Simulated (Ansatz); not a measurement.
**SiGe₂ (triplet): wave-function methods side by side, cc-pVTZ**

One table from this session's results is given with a row withheld; the runs are named, their logs left out.

Program: Ansatz 0.2.0, Gaussian basis. Level of theory: cc-pVTZ, core rule «outside noble gas», up to 33 orbitals frozen. These are calculated values, not measurements.

Plan: UHF; CCSD(T) on ROHF; CCSD(T) on UHF; BCCD(T) on ROHF; CCSDT(Q) on ROHF; CCSDT(Q) on UHF; CASSCF and NEVPT2, 12 electrons in 12 orbitals.

4 further runs of the same task are left out: 4 set aside as unsound or not needed.

### What is computed

The geometry is a PBE0/def2-TZVP stationary point (not a proven minimum) of the parent state, kept for this charge and spin. No spin-orbit coupling is included. The filled d shell of Ge may be among the frozen orbitals whatever the setting's name suggests; the logs give the count.

3 atoms, charge 0, spin multiplicity 3.

Atoms are counted from 1 here; the program's logs count them from 0.

Bond lengths: Ge1–Ge2 2.296 Å, Ge2–Si3 2.230 Å. Angles: Ge1–Ge2–Si3 79.3°.

Set-up of the first run:

File in.yaml:

```yaml
crystal:
  periodic: [false, false, false]
  atoms:
    - {symbol: Ge, position_ang: [0.000000, -0.171481, 1.304403]}
    - {symbol: Ge, position_ang: [0.000000, 0.730925, -0.806524]}
    - {symbol: Si, position_ang: [0.000000, -1.446940, -1.287709]}
basis:
  gaussian: {orbitals: cc-pVTZ}
magnetization: {spin_polarized: true, initial_magnetization: 2}
hamiltonian: {xc: hf}
output: {orbitals: {seedname: orbitals}}
```

Started as:

```
ansatz run in.yaml --threads 1 --pin off --events-out ev --progress --plain --max-ram 4096MiB --backend cpu
```

Steps of the session up to this table: UHF; CCSD(T) on ROHF; CCSD(T) on UHF; BCCD(T) on ROHF; CCSDT(Q) on ROHF; CCSDT(Q) on UHF; CASSCF and NEVPT2, 12 electrons in 12 orbitals.

One table of the session follows, with a row left open; its other results are not shown here.

| method | from RCCSDT(Q) (meV) |
| --- | --- |
| ROHF | +9188.1 |
| UHF | +8890.4 |
| RMP2 | +1306.7 |
| UMP2 | +1574.3 |
| RCCSD | +824.1 |
| UCCSD | +815.8 |
| RCCSD(T) | +111.4 |
| UCCSD(T) | +122.9 |
| BCCD(T) | +107.5 |
| RCCSDT | +85.8 |
| UCCSDT | +80.2 |
| RCCSDT(Q) | 0 |
| UCCSDT(Q) | -12.1 |
| CASSCF valence | +5925.8 |
| NEVPT2 valence | ? |

**Question.** Estimate the row for NEVPT2 valence.

**Answer.** from RCCSDT(Q) (meV): +1226.5. In the column «from RCCSDT(Q) (meV)» it lies between RCCSD (+824.1) and RMP2 (+1306.7).

Limits of these values: Warnings: spin contamination; coupled cluster took another determinant than the lowest. Restricted and unrestricted rows rest on different reference determinants; where their highest levels disagree by more than a few hundredths of an eV, they describe different states and don't form one ladder.
